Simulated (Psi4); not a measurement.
# doublet [SiF4]− at 4 levels

Aim: a comparison of 4 runs (U-wB97M-V/6-311+G**, U-wB97X/6-311+G**, UB2PLYP/6-311+G**, UCAM-B3LYP/6-311+G**) of doublet [SiF4]−. 

The results are computed with Psi4 1.11.

1 further run of the same task is left out (it didn't finish). Runs told in other sessions of the task aren't counted.

## Step 1: The structure to begin with

The species is [SiF4]− (5 atoms), meant as a doublet with charge -1. SMILES of the parent species: `F[Si](F)(F)F`. Geometry: relaxed at PBE0-D4/def2-TZVP. That shape belongs to the parent species and isn't relaxed for this state.

Bond lengths: F1–Si2 1.562 Å, Si2–F3 1.562 Å, Si2–F4 1.562 Å, Si2–F5 1.562 Å. Angles: F1–Si2–F3 109.5°, F1–Si2–F4 109.5°, F1–Si2–F5 109.5°, F3–Si2–F4 109.5°, F3–Si2–F5 109.5°, F4–Si2–F5 109.5°.

## Step 2: A single-point energy at U-wB97M-V/6-311+G(d,p) (run 1)

File calc.dat:

```
memory 2200 MB

molecule system {
  -1 2
  F      0.143200    -0.791930     1.338460
  Si     0.000000     0.000000     0.000000
  F     -1.047100     1.144420     0.181750
  F     -0.477230    -0.967810    -1.129040
  F      1.381130     0.615320    -0.391170
  symmetry c1
  no_reorient
  no_com
}

set {
  reference            uks
  puream               true
  e_convergence        1e-09
  d_convergence        1e-08
  scf_type             pk
  dft_radial_points    99
  dft_spherical_points 590
  maxiter              100
}

e_tot, wfn = energy('wb97m-v/6-311+G**', return_wfn=True)
print_variables()
```

The run is started by

```
$ psi4 -i calc.dat -o calc.out -n 1
```

calc.out:

```text
[...]
  Running in c1 symmetry.
[...]
  Nuclear repulsion =  271.610939525492370
[...]
  Multiplicity = 2
[...]
  Nalpha       = 26
  Nbeta        = 25
[...]
    Number of basis functions: 118
[...]
   @UKS iter   1:  -688.89373845582099   -4.69052e-01   6.72907e-03 DIIS/ADIIS
[...]
   @UKS iter  12:  -689.11213279939795   -2.72848e-12   5.00637e-09 DIIS
[...]
   @S^2 Observed:                7.502789001E-01
[...]
  @UKS Final Energy:  -689.11213279939795
   => Energetics <=
    Nuclear Repulsion Energy =            271.6109395254923697
    One-Electron Energy =               -1507.7599132563959756
    Two-Electron Energy =                 593.9984631744097214
    DFT Exchange-Correlation Energy =     -47.1713946300487095
    Empirical Dispersion Energy =           0.0000000000000000
    VV10 Nonlocal Energy =                  0.2097723871446616
    Total Energy =                       -689.1121327993979548
  UHF NO Occupations:
  HONO-2 :   24  A 1.9999618
  HONO-1 :   25  A 1.9999618
[...]
 Multipole Moments:
 ------------------------------------------------------------------------------------
     Multipole            Electronic (a.u.)      Nuclear  (a.u.)        Total (a.u.)
 ------------------------------------------------------------------------------------
 L = 1.  Multiply by 2.5417464519 to convert [e a0] to [Debye]
 Dipole X            :         -0.0001272            0.0000000           -0.0001272
 Dipole Y            :         -0.0000043           -0.0000000           -0.0000043
 Dipole Z            :         -0.0000618           -0.0000000           -0.0000618
 Magnitude           :                                                    0.0001415
[...]
```

It took 1.8 min on 1 thread of AMD EPYC 7R32 (Zen 2), shared host; peak memory 0.88 GiB.

## Step 3: A single-point energy at U-wB97X/6-311+G(d,p) (run 2)

File f4si.xyz:

```xyz
5
F4Si
F      0.143200    -0.791930     1.338460
Si     0.000000     0.000000     0.000000
F     -1.047100     1.144420     0.181750
F     -0.477230    -0.967810    -1.129040
F      1.381130     0.615320    -0.391170
```

File calc.py:

```python
import psi4

psi4.set_memory('2200 MB')
psi4.set_num_threads(1)
psi4.set_output_file('f4si.out', False)

with open('f4si.xyz') as f:
    atoms = ''.join(f.readlines()[2:])
mol = psi4.geometry('-1 2\n' + atoms + 'symmetry c1\nno_reorient\nno_com')

options = {'basis': '6-311+G**', 'reference': 'uks', 'puream': True, 'e_convergence': 1e-09, 'd_convergence': 1e-08, 'scf_type': 'pk', 'dft_radial_points': 99, 'dft_spherical_points': 590, 'maxiter': 100}
psi4.set_options(options)

e_tot, wfn = psi4.energy("wb97x", return_wfn=True)
print(f'total energy {e_tot:.8f} hartree = {e_tot * 27.211386:.5f} eV')
```

The run is started by

```
$ python calc.py
```

f4si.out:

```text
[...]
  Running in c1 symmetry.
[...]
  Nuclear repulsion =  271.610939525492370
[...]
  Multiplicity = 2
[...]
  Nalpha       = 26
  Nbeta        = 25
[...]
    Number of basis functions: 118
[...]
   @UKS iter   1:  -688.87511423892920   -4.44964e-01   7.13956e-03 ADIIS/DIIS
[...]
   @UKS iter  12:  -689.11162973607384   -2.05773e-11   7.26523e-09 DIIS
[...]
   @S^2 Observed:                7.507972615E-01
[...]
  @UKS Final Energy:  -689.11162973607384
   => Energetics <=
    Nuclear Repulsion Energy =            271.6109395254923697
    One-Electron Energy =               -1508.0646752006214228
    Two-Electron Energy =                 593.9114494029928437
    DFT Exchange-Correlation Energy =     -46.5693434639375212
    Empirical Dispersion Energy =           0.0000000000000000
    VV10 Nonlocal Energy =                  0.0000000000000000
    Total Energy =                       -689.1116297360738372
  UHF NO Occupations:
  HONO-2 :   24  A 1.9998859
  HONO-1 :   25  A 1.9998858
[...]
 Multipole Moments:
 ------------------------------------------------------------------------------------
     Multipole            Electronic (a.u.)      Nuclear  (a.u.)        Total (a.u.)
 ------------------------------------------------------------------------------------
 L = 1.  Multiply by 2.5417464519 to convert [e a0] to [Debye]
 Dipole X            :         -0.0000047            0.0000000           -0.0000047
 Dipole Y            :         -0.0000203           -0.0000000           -0.0000203
 Dipole Z            :          0.0000249           -0.0000000            0.0000249
 Magnitude           :                                                    0.0000324
[...]
```

Standard output:

```text
total energy -689.11162974 hartree = -18751.68255 eV
```

Wall time 30 s (1 thread of AMD EPYC 7R32 (Zen 2), shared host); peak memory 0.86 GiB.

Run 3 isn't shown in full; the table further down has it.

## Step 4: Energy and forces at UCAM-B3LYP/6-311+G(d,p) (run 4)

File f4si.dat:

```
memory 2200 mb

molecule mol {
  -1 2
  F
  Si 1 1.561773
  F 2 1.561777 1 109.46955
  F 2 1.561773 1 109.472 3 -120.00035
  F 2 1.561779 1 109.47197 3 120.00071
  symmetry c1
  no_reorient
  no_com
}

set basis 6-311+G**
set reference uks
set puream true
set e_convergence 1e-09
set d_convergence 1e-08
set scf_type pk
set dft_radial_points 99
set dft_spherical_points 590
set maxiter 100

result, w = gradient("cam-b3lyp", return_wfn=True)
oeprop(w, "DIPOLE", "QUADRUPOLE", "WIBERG_LOWDIN_INDICES")
```

The run is started by

```
$ psi4 f4si.dat f4si.out -n 1
```

f4si.out:

```text
[...]
  Running in c1 symmetry.
[...]
  Nuclear repulsion =  271.610953926185402
[...]
  Multiplicity = 2
[...]
  Nalpha       = 26
  Nbeta        = 25
[...]
    Number of basis functions: 118
[...]
   @UKS iter   1:  -688.89178895280156   -3.49558e-01   7.48505e-03 ADIIS/DIIS
[...]
   @UKS iter  12:  -689.14953645525941   -2.38742e-12   2.65633e-09 DIIS
[...]
   @S^2 Observed:                7.502515735E-01
[...]
  @UKS Final Energy:  -689.14953645525941
   => Energetics <=
    Nuclear Repulsion Energy =            271.6109539261854025
    One-Electron Energy =               -1508.0569778162564489
    Two-Electron Energy =                 594.7203061325830049
    DFT Exchange-Correlation Energy =     -47.4238186977713383
    Empirical Dispersion Energy =           0.0000000000000000
    VV10 Nonlocal Energy =                  0.0000000000000000
    Total Energy =                       -689.1495364552594083
  UHF NO Occupations:
  HONO-2 :   24  A 1.9999636
  HONO-1 :   25  A 1.9999636
[...]
  -Total Gradient:
     Atom            X                  Y                   Z
    ------   -----------------  -----------------  -----------------
       1       -0.000003708754    -0.000043838219     0.032911024403
       2       -0.000003963974     0.000000756758    -0.000002717213
       3        0.000026415175     0.031066853559    -0.010973209459
       4        0.026923516848    -0.015549907755    -0.010965814095
       5       -0.026832860582    -0.015518592738    -0.010944391966
[...]
```

Wall time 45 s (1 thread of AMD EPYC 7R32 (Zen 2), shared host); peak memory 0.86 GiB.

## Step 5: The series

```csv
run,level,frozen core orbitals,fitting correlation,energy (Eh),HOMO energy (eV),LUMO energy (eV),⟨S²⟩,wall time
1,U-wB97M-V/6-311+G**,0,–,-689.112133,1.11,4.64,0.750,1.8 min
2,U-wB97X/6-311+G**,0,–,-689.111630,1.19,4.99,0.751,30 s
3,UB2PLYP/6-311+G** (density fitting for correlation),9,density fitting,-688.839308,1.86,4.13,0.750,24 s
4,UCAM-B3LYP/6-311+G**,0,–,-689.149536,1.45,3.94,0.750,45 s
```

## Step 6: Summary of results

| quantity | value |
| --- | --- |
| run 4: total energy | -689.14954 Eh |
| run 4: HOMO energy (highest over α and β) | 1.45 eV |
| run 4: LUMO energy (lowest over α and β) | 3.94 eV |
| run 4: ⟨S²⟩ | 0.750 |
| run 4: largest force on an atom | 1.695 eV/Å |

Totals of different functionals can't be ranked against each other. In all runs the HOMO lies above zero, from self-interaction, a short basis or an electron that isn't bound. All runs together took 3.5 min, the longest 1.8 min.
